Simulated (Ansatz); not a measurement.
BFGeH3NO, SMILES [NH2][Ge]1([F])[BH][O]1, vertical energies of changing the electron count

Computed with Ansatz 0.2.0, Python API.

`bfgeh3no.xyz`
```text
8

N     0.29840    1.34080    0.76620
Ge    0.58450   -0.26620   -0.04730
F     2.15770   -0.92470    0.21700
B    -0.93790   -1.37840   -0.79110
O    -0.56360   -1.41750    0.57670
H     1.01460    2.04460    0.44960
H    -0.60660    1.75140    0.33590
H    -1.85490   -1.20700   -1.56280
```

Script `ip_bfgeh3no.py`:
```python
"""Removing and adding an electron on BFGeH3NO at fixed geometry."""

from dataclasses import dataclass

import ansatz


@dataclass
class RunConfig:
    basis_set: str = "def2-SVPD"
    xc: str = "HF"


settings = RunConfig()


def energy_of(molecule, charge=0, unpaired=0):
    calc = molecule.calculation().basis(gaussian=settings.basis_set).functional(settings.xc)
    if charge:
        calc = calc.charge(charge)
    if unpaired:
        calc = calc.spin("collinear", total=unpaired)
    report = calc.run(threads=1, pin="off").report
    if report["published_state_doubts"]:
        print("  doubts:", report["published_state_doubts"])
    return report["free_energy_ev"]

system = ansatz.Crystal.molecule_from_extxyz("bfgeh3no.xyz")

# total-energy differences at one geometry
parent = energy_of(system, 0, 0)
cation = energy_of(system, 1, 1)
print(f"E(N)   = {parent:.5f} eV")
print(f"E(N-1) = {cation:.5f} eV  (1 unpaired)")
print(f"vertical ionisation energy {cation - parent:.3f} eV")
anion = energy_of(system, -1, 1)
print(f"E(N+1) = {anion:.5f} eV  (1 unpaired)")
print(f"vertical electron affinity {parent - anion:.3f} eV" + ("" if anion < parent else " (unbound in this basis)"))
print(f"fundamental gap IP - EA = {cation + anion - 2 * parent:.3f} eV")
```

```console
$ python ip_bfgeh3no.py
E(N)   = -63405.47894 eV
E(N-1) = -63397.45619 eV  (1 unpaired)
vertical ionisation energy 8.023 eV
E(N+1) = -63405.29563 eV  (1 unpaired)
vertical electron affinity -0.183 eV (unbound in this basis)
fundamental gap IP - EA = 8.206 eV
```

At this unrelaxed geometry removing an electron costs 8.02 eV and an added one is unbound in this basis (by 0.18 eV).

What to keep in mind:
- Total energies depend on the basis set; only differences at equal settings carry meaning.
- The geometry is a force-field or estimated start, not a minimum of this method, and the basis set is short of its limit. All parts are taken at fixed geometry, without zero-point energy. At an unrelaxed start these energies can be a whole eV from those at the minimum, and a small affinity can change sign.
- The expectation value of S² is noticeably off S(S+1) in at least one run, so that state is spin-contaminated.
- Hartree-Fock leaves correlation out, so bond, atomisation and ionisation energies come out well too low.
- A negative electron affinity means that the anion is unbound here; its size hangs on the basis and tends to about zero as the basis grows, and so does its part in any gap built on it.
- Wall time of the script: 37 s on 1 thread of Intel(R) Xeon(R) Platinum 8488C (Sapphire Rapids), with other jobs on the host, peak memory 0.77 GiB.

(Lines on the test bed's own set-up are left out of the output.)
